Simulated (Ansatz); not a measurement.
Predict the output of the script below (the Ansatz DFT code, driven from Python).

`bend_c2h5io.py`:
```python
import warnings

import ansatz
from ase import Atoms


def main() -> None:
    warnings.simplefilter('ignore', ansatz.DeckWarning)

    atoms = Atoms(['C', 'C', 'O', 'I', 'H', 'H', 'H', 'H', 'H'], positions=[
        [0.2592, 0.7255, -0.4475],
        [-0.2277, -0.6142, 0.0016],
        [-0.0962, -0.7098, 1.3983],
        [-2.1917, -0.9471, -0.4285],
        [0.0891, 0.8871, -1.5576],
        [-0.3554, 1.5755, 0.0477],
        [1.2918, 0.9406, -0.2089],
        [0.4397, -1.3612, -0.4727],
        [0.8798, -0.5428, 1.6506],
    ])

    first = (
        ansatz.Crystal.molecule_from_ase(atoms).calculation()
        .basis(gaussian='def2-SVP')
        .functional('hf')
        .scf(lower_state_search='standard')
        .relax(force_tolerance=0.02, max_steps=80)
    )
    atoms.positions = first.run().report['positions_ang']

    rows = []
    for angle in [90, 100, 110, 120, 135, 150, 165, 179]:
        bent = atoms.copy()
        bent.set_angle(1, 2, 8, angle, indices=[8])
        job = ansatz.Crystal.molecule_from_ase(bent).calculation()
        job = job.basis(gaussian='def2-SVP')
        job = job.functional('hf')
        job = job.scf(lower_state_search='standard')
        rows.append((angle, job.run().report['free_energy_ev']))
    floor = min(e for _, e in rows)
    for angle, e in rows:
        print(f'angle C1-O2-H8 = {angle:3d} deg   {1000 * (e - floor):9.1f} meV')


if __name__ == '__main__':
    main()
```

`python bend_c2h5io.py` gives:
```text
angle C1-O2-H8 =  90 deg       434.5 meV
angle C1-O2-H8 = 100 deg       112.8 meV
angle C1-O2-H8 = 110 deg         0.0 meV
angle C1-O2-H8 = 120 deg        57.4 meV
angle C1-O2-H8 = 135 deg       372.5 meV
angle C1-O2-H8 = 150 deg       823.4 meV
angle C1-O2-H8 = 165 deg      1233.2 meV
angle C1-O2-H8 = 179 deg      1428.7 meV
```

Caveats:
- The settings weren't tested for convergence.
- The scan is rigid, and the energies are electronic, in a modest basis. The zero is the lowest point of the grid, which needn't be the minimum.
- def2 sets replace the cores of elements past krypton by effective core potentials.
- The whole script took 100 s on 1 thread of Intel(R) Xeon(R) Platinum 8259CL CPU @ 2.50GHz (Skylake/Cascade Lake) (shared host), peak memory 0.27 GiB.
